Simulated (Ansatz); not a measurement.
# Molecular dynamics of Ba$_{4}$Y$_{2}$F$_{13}$, charge +1

Input file:

```yaml
crystal:
  lattice:
    - [6.911814, -3.402184, 0.0]
    - [6.911814, 3.402184, 0.0]
    - [-4.770086, 0.0, 6.709444]
  atoms:
    - { symbol: Ba, position: [0.63752539, 0.66389939, 0.23967928] }
    - { symbol: Ba, position: [0.57925883, 0.68138434, 0.72785051] }
    - { symbol: Ba, position: [0.25791279, 0.3745101, 0.2332814] }
    - { symbol: Ba, position: [0.28041468, 0.31670715, 0.7185502] }
    - { symbol: "Y", position: [0.93652248, 0.00893447, 0.20824062] }
    - { symbol: "Y", position: [-0.04705111, 1.00774939, 0.77098272] }
    - { symbol: F, position: [0.69971182, 0.87102877, 0.1155473] }
    - { symbol: F, position: [0.86000076, 0.71615129, 0.61959445] }
    - { symbol: F, position: [0.14558209, 1.07594847, 0.08631959] }
    - { symbol: F, position: [0.34579236, 0.92257381, 0.44397656] }
    - { symbol: F, position: [0.59578705, 0.3951776, 0.31407579] }
    - { symbol: F, position: [0.17534216, 0.59858945, 0.02592062] }
    - { symbol: F, position: [0.86061494, 0.38628305, 0.93366555] }
    - { symbol: F, position: [0.01534886, 0.88777653, 0.4753423] }
    - { symbol: F, position: [0.27924864, 0.69678967, 0.77925386] }
    - { symbol: F, position: [0.61002747, 0.11386409, 0.56166995] }
    - { symbol: F, position: [0.69148854, 0.15957928, 0.9694629] }
    - { symbol: F, position: [-0.02799368, 0.30727714, 0.38595856] }
    - { symbol: F, position: [0.27814605, 0.0944033, 0.86804665] }
total_charge: 1
basis:
  ecutwfc: 200.0
kpoints:
  mp_grid: { grid: [2, 2, 1] }
hamiltonian:
  xc: pbesol
scf:
  occupations: { method: fermi_dirac, width: 0.05 }
  lower_state_search: "off"
md:
  timestep: 2
  n_steps: 200
  ensemble: nvt_nose_hoover
  temperature: 2400.0
  initial_velocities: maxwell_boltzmann
  seed: 516264
  nose_hoover: { tau: 200.0, chain_length: 5 }
```

Command:

```bash
$ ansatz run input.yaml --threads 1 --pin off --max-ram 3072MiB --backend cpu --events-out ev --progress --plain --runs-dir out
```

It goes on from the last frame of an earlier run, with new velocities.

Output, in part (step lines):

```
md step     0: t =     0.00 fs  T =  2400.0 K  F+E_penalty+E_count = -41351.61523195 eV  E_kin = 5.584032 eV  conserved = -41346.03120000 eV  (10 SCF iters)
md step     1: t =     2.00 fs  T =  2381.0 K  F+E_penalty+E_count = -41351.57241796 eV  E_kin = 5.539872 eV  conserved = -41346.03254694 eV  (8 SCF iters)
md step     2: t =     4.00 fs  T =  2342.4 K  F+E_penalty+E_count = -41351.48369097 eV  E_kin = 5.450080 eV  conserved = -41346.03362290 eV  (8 SCF iters)
md step     3: t =     6.00 fs  T =  2280.5 K  F+E_penalty+E_count = -41351.33988591 eV  E_kin = 5.306037 eV  conserved = -41346.03389826 eV  (8 SCF iters)
md step     4: t =     8.00 fs  T =  2196.6 K  F+E_penalty+E_count = -41351.14383664 eV  E_kin = 5.110789 eV  conserved = -41346.03318673 eV  (8 SCF iters)
md step     5: t =    10.00 fs  T =  2099.3 K  F+E_penalty+E_count = -41350.91494354 eV  E_kin = 4.884315 eV  conserved = -41346.03093882 eV  (7 SCF iters)
md step     6: t =    12.00 fs  T =  2005.9 K  F+E_penalty+E_count = -41350.69424530 eV  E_kin = 4.667087 eV  conserved = -41346.02775124 eV  (6 SCF iters)
md step     7: t =    14.00 fs  T =  1937.9 K  F+E_penalty+E_count = -41350.53363797 eV  E_kin = 4.508818 eV  conserved = -41346.02583407 eV  (5 SCF iters)
[... lines left out ...]
md step   200: t =   400.00 fs  T =  2506.9 K  F+E_penalty+E_count = -41348.97841227 eV  E_kin = 5.832827 eV  conserved = -41346.02787749 eV  (8 SCF iters)
```

The steps, from the saved trajectory:

| time (fs) | T (K) | potential energy less start (eV) | conserved less start (meV/atom) |
| --- | --- | --- | --- |
| 0.0 | 2400 | 0.000 | 0.00 |
| 12.0 | 2006 | 0.921 | 0.18 |
| 24.0 | 1884 | 1.202 | -0.28 |
| 36.0 | 1733 | 1.570 | 0.00 |
| 48.0 | 1534 | 2.055 | 0.16 |
| 60.0 | 1511 | 2.133 | 0.14 |
| 72.0 | 1729 | 1.664 | 0.05 |
| 84.0 | 1718 | 1.740 | 0.03 |
| 96.0 | 1417 | 2.496 | 0.08 |
| 108.0 | 1342 | 2.725 | 0.04 |
| 120.0 | 1517 | 2.393 | 0.06 |
| 132.0 | 1905 | 1.583 | -0.04 |
| 144.0 | 2141 | 1.168 | 0.10 |
| 156.0 | 2086 | 1.433 | 0.03 |
| 168.0 | 1853 | 2.115 | 0.30 |
| 180.0 | 1946 | 2.027 | 0.09 |
| 192.0 | 1992 | 2.066 | 0.19 |
| 204.0 | 2122 | 1.918 | 0.26 |
| 216.0 | 2317 | 1.624 | -0.01 |
| 228.0 | 2053 | 2.399 | 0.27 |
| 240.0 | 2034 | 2.580 | 0.10 |
| 252.0 | 1825 | 3.198 | 0.30 |
| 264.0 | 1810 | 3.346 | 0.18 |
| 276.0 | 1679 | 3.760 | 0.27 |
| 288.0 | 1643 | 3.940 | 0.32 |
| 300.0 | 1984 | 3.248 | 0.29 |
| 312.0 | 2304 | 2.609 | 0.11 |
| 324.0 | 2194 | 2.968 | 0.34 |
| 336.0 | 2234 | 2.954 | 0.10 |
| 348.0 | 2116 | 3.308 | 0.48 |
| 360.0 | 2501 | 2.474 | 0.11 |
| 372.0 | 2625 | 2.255 | 0.29 |
| 384.0 | 2765 | 1.983 | 0.34 |
| 396.0 | 2743 | 2.071 | -0.05 |

All steps were run. The conserved energy stayed within 0.48 meV per atom of its start (net change 0.17 meV per atom), so the integration is sound. A run of 0.4 ps of so small a system gives no equilibrium averages. The plane-wave cutoff is below what these datasets need, so energies and pressures aren't converged. Limits of this set-up: coarse k mesh, charged cell in a uniform background, uncorrected.

Mean squared displacements from the first frame to the last, about the centre of mass: Ba 0.23 Å², Y 0.08 Å², F 2.63 Å².

Last frame:

```xyz
19
Lattice="6.9118 -3.4022 0.0000 6.9118 3.4022 0.0000 -4.7701 0.0000 6.7094" Properties=species:S:1:pos:R:3
Ba 8.273 0.177 1.927
Ba 5.166 -0.064 4.378
Ba 3.222 0.554 1.302
Ba 0.995 -0.001 4.938
Y 5.297 -3.291 1.374
Y 2.881 3.369 5.328
F 10.995 1.722 2.132
F 8.556 -1.045 3.994
F 7.971 3.403 2.116
F 6.383 1.622 3.145
F 5.384 2.015 -0.184
F 3.062 3.228 0.269
F 3.299 -2.264 6.854
F 3.859 2.546 2.757
F 3.256 1.107 6.448
F 2.946 -1.641 4.262
F 0.680 -2.708 6.162
F -0.671 1.621 2.600
F -1.794 -0.071 5.370
```

The run took 7.1 min on 1 thread of Arm Neoverse V2, on a shared host, peak memory 0.43 GiB.
